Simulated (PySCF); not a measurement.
**GeH2ClO (SMILES [O][GeH2][Cl]) at UMP2/6-31G(d) (spherical functions)**

Aim: a structure relaxation of GeH2ClO. The job is set up through a Python script.

Program for the calculation: PySCF 2.14.0.

1 further run of the same task is left out (set aside as unsound or not needed).

## Step 1: The molecule

The species is GeH2ClO (5 atoms), meant as a doublet with charge 0. SMILES: `[O][GeH2][Cl]`. Geometry: relaxed at PBE0-D4/def2-TZVP. The run starts from this shape.

Bond lengths: O1–Ge2 1.781 Å, Ge2–Cl3 2.144 Å, Ge2–H4 1.531 Å, Ge2–H5 1.531 Å. Angles: O1–Ge2–Cl3 110.8°, O1–Ge2–H4 106.5°, O1–Ge2–H5 106.5°, Cl3–Ge2–H4 108.2°, Cl3–Ge2–H5 108.2°, H4–Ge2–H5 116.7°.

## Step 2: A geometry optimisation at UMP2/6-31G(d) (spherical functions)

The input, run.py:

```python
from pyscf import gto, mp
from pyscf.geomopt.geometric_solver import kernel as optimise

system = gto.Mole()
system.atom = [
    ('O', (-0.272400, -0.591800, 1.625500)),
    ('Ge', (0.123700, -0.081200, -0.034500)),
    ('Cl', (-1.347100, 1.290100, -0.778900)),
    ('H', (0.081000, -1.343800, -0.899000)),
    ('H', (1.464600, 0.653000, 0.045400)),
]
system.spin = 1
system.verbose = 3
system.charge = 0
system.basis = '6-31g*'
system.max_memory = 1860
system.build()

mf = system.UHF()
mf.conv_tol = 1e-10
mf.kernel()
if not mf.converged:
    mf = mf.newton().run(mf.mo_coeff, mf.mo_occ)
pt = mp.MP2(mf, frozen=15).run()
converged, mol_eq = optimise(pt, maxsteps=60, convergence_set='GAU_TIGHT')
print('converged:', converged)
print(mol_eq.tostring())

mf.reset(mol_eq)
system = mol_eq
mf.kernel()
if not mf.converged:
    mf = mf.newton().run(mf.mo_coeff, mf.mo_occ)
pt = mp.MP2(mf, frozen=15).run()
energy = pt.e_tot
print('E = %.10f Eh' % energy)
```

On the command line:

```
$ OMP_NUM_THREADS=1 python run.py
```

Log:

```text
converged SCF energy = -2610.58620739456  <S^2> = 0.75761534  2S+1 = 2.0076009
E(UMP2) = -2611.09067264363  E_corr = -0.504465249068735
E(SCS-UMP2) = -2611.06496657326  E_corr = -0.478759178699069

convergence_set           GAU_TIGHT
maxiter                   60
----------------------------------------------------------
Custom engine selected.
Bonds will be generated from interatomic distances less than 1.20 times sum of covalent radii
15 internal coordinates being used (instead of 15 Cartesians)
Internal coordinate system (atoms numbered from 1):
Distance 1-2
Distance 2-3
Distance 2-4
Distance 2-5
Angle 1-2-3
Angle 1-2-4
Angle 1-2-5
Angle 3-2-4
Angle 3-2-5
Angle 4-2-5
Translation-X 1-5
Translation-Y 1-5
Translation-Z 1-5
Rotation-A 1-5
Rotation-B 1-5
Rotation-C 1-5
> ===== Optimization Info: ====
> Job type: Energy minimization
> Maximum number of optimization cycles: 60
> Initial / maximum trust radius (Angstrom): 0.100 / 0.300
> Convergence Criteria:
> Will converge when all 5 criteria are reached:
>  |Delta-E| < 1.00e-06
>  RMS-Grad  < 1.00e-05
>  Max-Grad  < 1.50e-05
>  RMS-Disp  < 4.00e-05
>  Max-Disp  < 6.00e-05
> === End Optimization Info ===

Geometry optimization cycle 1
Cartesian coordinates (Angstrom)
 Atom        New coordinates             dX        dY        dZ
   O  -0.272400  -0.591800   1.625500    0.000000  0.000000  0.000000
  Ge   0.123700  -0.081200  -0.034500    0.000000  0.000000  0.000000
  Cl  -1.347100   1.290100  -0.778900    0.000000 -0.000000  0.000000
   H   0.081000  -1.343800  -0.899000    0.000000  0.000000  0.000000
   H   1.464600   0.653000   0.045400    0.000000  0.000000  0.000000

WARN: Mole.unit (angstrom) is changed to Bohr

converged SCF energy = -2610.58620739456  <S^2> = 0.75761556  2S+1 = 2.0076011
E(UMP2_Scanner) = -2611.09067263544  E_corr = -0.504465240877246
E(SCS-UMP2_Scanner) = -2611.06496656726  E_corr = -0.478759172699105
--------------- UMP2_Scanner gradients ---------------
         x                y                z
0 O     0.0026928003     0.0037579061    -0.0118888003
1 Ge    -0.0028978321    -0.0026910293     0.0098970061
2 Cl     0.0012815545    -0.0013449362     0.0009717119
3 H     0.0001636007     0.0011542456     0.0009917545
4 H    -0.0012401235    -0.0008761862     0.0000283278
----------------------------------------------
cycle 1: E = -2611.09067264  dE = -2611.09  norm(grad) = 0.0168923
Step    0 : Gradient = 7.554e-03/1.276e-02 (rms/max) Energy = -2611.0906726354
Hessian Eigenvalues: 5.00000e-02 5.00000e-02 5.00000e-02 ... 2.22015e-01 2.37427e-01 2.76427e-01

Geometry optimization cycle 2
Cartesian coordinates (Angstrom)
 Atom        New coordinates             dX        dY        dZ
   O  -0.275338  -0.599599   1.646297   -0.002938 -0.007799  0.020797
  Ge   0.124280  -0.080630  -0.036489    0.000580  0.000570 -0.001989
  Cl  -1.348014   1.294050  -0.785959   -0.000914  0.003950 -0.007059
   H   0.080215  -1.345635  -0.906527   -0.000785 -0.001835 -0.007527
   H   1.468657   0.658114   0.041178    0.004057  0.005114 -0.004222
converged SCF energy = -2610.58611270265  <S^2> = 0.75796416  2S+1 = 2.0079484
E(UMP2_Scanner) = -2611.09099409257  E_corr = -0.504881389923612
E(SCS-UMP2_Scanner) = -2611.06539908032  E_corr = -0.479286377672218
--------------- UMP2_Scanner gradients ---------------
         x                y                z
0 O     0.0000999849     0.0001415641    -0.0004454513
1 Ge    -0.0006728874    -0.0000236118     0.0010378766
2 Cl     0.0000297414     0.0000105208    -0.0000645921
3 H     0.0001116142    -0.0002963854    -0.0003737763
4 H     0.0004315469     0.0001679123    -0.0001540569
----------------------------------------------
cycle 2: E = -2611.09099409  dE = -0.000321457  norm(grad) = 0.00149744
Step    1 : Displace = 1.178e-02/2.241e-02 (rms/max) Trust = 1.000e-01 (=) Grad = 6.697e-04/1.237e-03 (rms/max) E (change) = -2611.0909940926 (-3.215e-04) Quality = 1.000
Hessian Eigenvalues: 5.00000e-02 5.00000e-02 5.00000e-02 ... 2.22295e-01 2.37526e-01 2.65081e-01

Geometry optimization cycle 3
Cartesian coordinates (Angstrom)
 Atom        New coordinates             dX        dY        dZ
   O  -0.274756  -0.599792   1.645850    0.000582 -0.000193 -0.000447
  Ge   0.125112  -0.080492  -0.037995    0.000832  0.000139 -0.001506
  Cl  -1.348048   1.294087  -0.786003   -0.000035  0.000037 -0.000044
   H   0.079677  -1.345394  -0.905419   -0.000538  0.000240  0.001108
   H   1.467815   0.657891   0.042067   -0.000842 -0.000223  0.000889
converged SCF energy = -2610.58611816786  <S^2> = 0.75797367  2S+1 = 2.0079578
E(UMP2_Scanner) = -2611.09099712743  E_corr = -0.504878959569446
E(SCS-UMP2_Scanner) = -2611.06540066267  E_corr = -0.479282494803088
--------------- UMP2_Scanner gradients ---------------
         x                y                z
0 O     0.0000025325     0.0000047864    -0.0000138626
1 Ge    -0.0000299034    -0.0000289365     0.0001038857
2 Cl    -0.0000140020     0.0000212360    -0.0000242610
3 H     0.0000714092     0.0000746789     0.0000017824
4 H    -0.0000300363    -0.0000717648    -0.0000675446
----------------------------------------------
cycle 3: E = -2611.09099713  dE = -3.03486e-06  norm(grad) = 0.000187816
Step    2 : Displace = 1.156e-03/1.726e-03 (rms/max) Trust = 1.414e-01 (+) Grad = 8.399e-05/1.119e-04 (rms/max) E (change) = -2611.0909971274 (-3.035e-06) Quality = 1.080
Hessian Eigenvalues: 5.00000e-02 5.00000e-02 5.00000e-02 ... 2.22302e-01 2.34101e-01 2.69367e-01

Geometry optimization cycle 4
Cartesian coordinates (Angstrom)
 Atom        New coordinates             dX        dY        dZ
   O  -0.274564  -0.599760   1.645503    0.000192  0.000033 -0.000348
  Ge   0.125414  -0.080480  -0.038460    0.000302  0.000011 -0.000465
  Cl  -1.347994   1.294010  -0.785922    0.000054 -0.000077  0.000082
   H   0.079035  -1.345905  -0.905303   -0.000642 -0.000511  0.000116
   H   1.467908   0.658435   0.042682    0.000093  0.000544  0.000615
converged SCF energy = -2610.58611441613  <S^2> = 0.75797395  2S+1 = 2.0079581
E(UMP2_Scanner) = -2611.09099734613  E_corr = -0.504882930003129
E(SCS-UMP2_Scanner) = -2611.06540124901  E_corr = -0.479286832885805
--------------- UMP2_Scanner gradients ---------------
         x                y                z
0 O    -0.0000111534    -0.0000024626     0.0000215989
1 Ge    -0.0000044110     0.0000120378    -0.0000192316
2 Cl    -0.0000052907     0.0000007519     0.0000060662
3 H     0.0000207724     0.0000097747     0.0000028138
4 H     0.0000000828    -0.0000201018    -0.0000112473
----------------------------------------------
cycle 4: E = -2611.09099735  dE = -2.18698e-07  norm(grad) = 4.75615e-05
Step    3 : Displace = 6.083e-04/8.273e-04 (rms/max) Trust = 2.000e-01 (+) Grad = 2.127e-05/2.443e-05 (rms/max) E (change) = -2611.0909973461 (-2.187e-07) Quality = 1.035
Hessian Eigenvalues: 4.99999e-02 5.00000e-02 5.00000e-02 ... 2.22325e-01 2.44454e-01 2.68294e-01

Geometry optimization cycle 5
Cartesian coordinates (Angstrom)
 Atom        New coordinates             dX        dY        dZ
   O  -0.274437  -0.599815   1.645435    0.000126 -0.000055 -0.000068
  Ge   0.125483  -0.080510  -0.038498    0.000069 -0.000030 -0.000038
  Cl  -1.347896   1.293979  -0.785996    0.000098 -0.000031 -0.000074
   H   0.078785  -1.345995  -0.905282   -0.000250 -0.000090  0.000021
   H   1.467865   0.658641   0.042841   -0.000043  0.000206  0.000160
converged SCF energy = -2610.58611411388  <S^2> = 0.75797346  2S+1 = 2.0079576
E(UMP2_Scanner) = -2611.09099734289  E_corr = -0.504883229016619
E(SCS-UMP2_Scanner) = -2611.06540111457  E_corr = -0.479287000695737
--------------- UMP2_Scanner gradients ---------------
         x                y                z
0 O    -0.0000056476     0.0000012267     0.0000057200
1 Ge    -0.0000024915     0.0000077715    -0.0000128108
2 Cl     0.0000014387    -0.0000045268     0.0000073657
3 H     0.0000038774    -0.0000014960     0.0000001799
4 H     0.0000028230    -0.0000029753    -0.0000004548
----------------------------------------------
cycle 5: E = -2611.09099734  dE = 3.23644e-09  norm(grad) = 2.01987e-05
Step    4 : Displace = 1.937e-04/2.653e-04 (rms/max) Trust = 2.828e-01 (+) Grad = 9.033e-06/1.519e-05 (rms/max) E (change) = -2611.0909973429 (+3.236e-09) Quality = -0.220
Hessian Eigenvalues: 4.99976e-02 5.00000e-02 5.00000e-02 ... 2.24104e-01 2.37944e-01 2.71138e-01

Geometry optimization cycle 6
Cartesian coordinates (Angstrom)
 Atom        New coordinates             dX        dY        dZ
   O  -0.274370  -0.599864   1.645441    0.000067 -0.000050  0.000006
  Ge   0.125488  -0.080522  -0.038479    0.000004 -0.000012  0.000020
  Cl  -1.347854   1.293985  -0.786066    0.000042  0.000006 -0.000070
   H   0.078707  -1.345996  -0.905273   -0.000078 -0.000001  0.000009
   H   1.467829   0.658697   0.042876   -0.000036  0.000057  0.000035
converged SCF energy = -2610.58611406954  <S^2> = 0.75797334  2S+1 = 2.0079575
E(UMP2_Scanner) = -2611.09099732866  E_corr = -0.504883259120746
E(SCS-UMP2_Scanner) = -2611.0654010824  E_corr = -0.479287012854297
--------------- UMP2_Scanner gradients ---------------
         x                y                z
0 O    -0.0000015583     0.0000010412     0.0000001148
1 Ge    -0.0000002617     0.0000015146    -0.0000028664
2 Cl     0.0000008224    -0.0000018171     0.0000025591
3 H    -0.0000000395    -0.0000011745    -0.0000003071
4 H     0.0000010370     0.0000004357     0.0000004996
----------------------------------------------
cycle 6: E = -2611.09099733  dE = 1.42309e-08  norm(grad) = 5.25561e-06
Step    5 : Displace = 7.231e-05/8.478e-05 (rms/max) Trust = 9.683e-05 (-) Grad = 2.350e-06/3.253e-06 (rms/max) E (change) = -2611.0909973287 (+1.423e-08) Quality = -8.222
Not rejecting step - energy change meets convergence criteria
Hessian Eigenvalues: 4.99806e-02 5.00000e-02 5.00000e-02 ... 2.04094e-01 2.24150e-01 2.71905e-01

Geometry optimization cycle 7
Cartesian coordinates (Angstrom)
 Atom        New coordinates             dX        dY        dZ
   O  -0.274349  -0.599884   1.645451    0.000021 -0.000019  0.000009
  Ge   0.125482  -0.080523  -0.038468   -0.000006 -0.000001  0.000011
  Cl  -1.347845   1.293993  -0.786094    0.000010  0.000008 -0.000027
   H   0.078694  -1.345989  -0.905268   -0.000013  0.000007  0.000004
   H   1.467817   0.658703   0.042879   -0.000012  0.000005  0.000003
converged SCF energy = -2610.5861140318  <S^2> = 0.75797337  2S+1 = 2.0079575
E(UMP2_Scanner) = -2611.09099737277  E_corr = -0.504883340971831
E(SCS-UMP2_Scanner) = -2611.0654011298  E_corr = -0.479287097995063
--------------- UMP2_Scanner gradients ---------------
         x                y                z
0 O    -0.0000001942     0.0000002451    -0.0000002194
1 Ge     0.0000003606    -0.0000001921    -0.0000001589
2 Cl    -0.0000000039    -0.0000001765     0.0000003108
3 H    -0.0000001774    -0.0000001045    -0.0000000598
4 H     0.0000000150     0.0000002279     0.0000001273
----------------------------------------------
cycle 7: E = -2611.09099737  dE = -4.41123e-08  norm(grad) = 7.61678e-07
Step    6 : Displace = 2.181e-05/3.088e-05 (rms/max) Trust = 3.615e-05 (-) Grad = 3.406e-07/4.384e-07 (rms/max) E (change) = -2611.0909973728 (-4.411e-08) Quality = 262.686
Hessian Eigenvalues: 4.99806e-02 5.00000e-02 5.00000e-02 ... 2.04094e-01 2.24150e-01 2.71905e-01
Converged! =D

converged: True
O          -0.27434884       -0.59988366        1.64545063
Ge          0.12548192       -0.08052322       -0.03846772
Cl         -1.34784452        1.29399295       -0.78609357
H           0.07869442       -1.34598872       -0.90526842
H           1.46781703        0.65870264        0.04287908
converged SCF energy = -2610.58611403179  <S^2> = 0.75797291  2S+1 = 2.0079571
E(UMP2) = -2611.09099737197  E_corr = -0.504883340177079
E(SCS-UMP2) = -2611.06540113008  E_corr = -0.479287098284516
E = -2611.0909973720 Eh
```

It took 85 s on 1 thread of Arm Neoverse V1, shared host; peak memory 0.53 GiB.

Step by step:

| step | energy from the first frame kept (eV) | largest force (eV/Å) |
| --- | --- | --- |
| 0 | 0.0000 | 0.6559 |
| 1 | -0.0087 | 0.0636 |
| 2 | -0.0088 | 0.0058 |
| 3 | -0.0088 | 0.0013 |
| 4 | -0.0088 | 0.0008 |
| 5 | -0.0088 | 0.0002 |
| 6 | -0.0088 | 0.0000 |

After the run. Bond lengths: O1–Ge2 1.807 Å, Ge2–Cl3 2.149 Å, Ge2–H4 1.535 Å, Ge2–H5 1.535 Å. Angles: O1–Ge2–Cl3 110.9°, O1–Ge2–H4 106.4°, O1–Ge2–H5 106.4°, Cl3–Ge2–H4 108.1°, Cl3–Ge2–H5 108.1°, H4–Ge2–H5 117.0°.

## Step 3: Results

At UMP2/6-31G* (spherical functions), 15 core orbitals frozen:

```
                                                  quantity           value
                                   total energy at the end  -2611.09100 Eh
                      dipole moment (Hartree–Fock density)          2.56 D
HOMO energy (Hartree–Fock orbitals) (highest over α and β)       -12.45 eV
 LUMO energy (Hartree–Fock orbitals) (lowest over α and β)         1.97 eV
              correlation energy (15 core orbitals frozen)      -504.9 mEh
                         ⟨S²⟩ of the reference determinant           0.758
```

**Reading.** At the final geometry: Bond lengths: O1–Ge2 1.807 Å, Ge2–Cl3 2.149 Å, Ge2–H4 1.535 Å, Ge2–H5 1.535 Å. Angles: O1–Ge2–Cl3 110.9°, O1–Ge2–H4 106.4°, O1–Ge2–H5 106.4°, Cl3–Ge2–H4 108.1°, Cl3–Ge2–H5 108.1°, H4–Ge2–H5 117.0°. The optimisation took 6 steps and changed the energy by -0.009 eV.
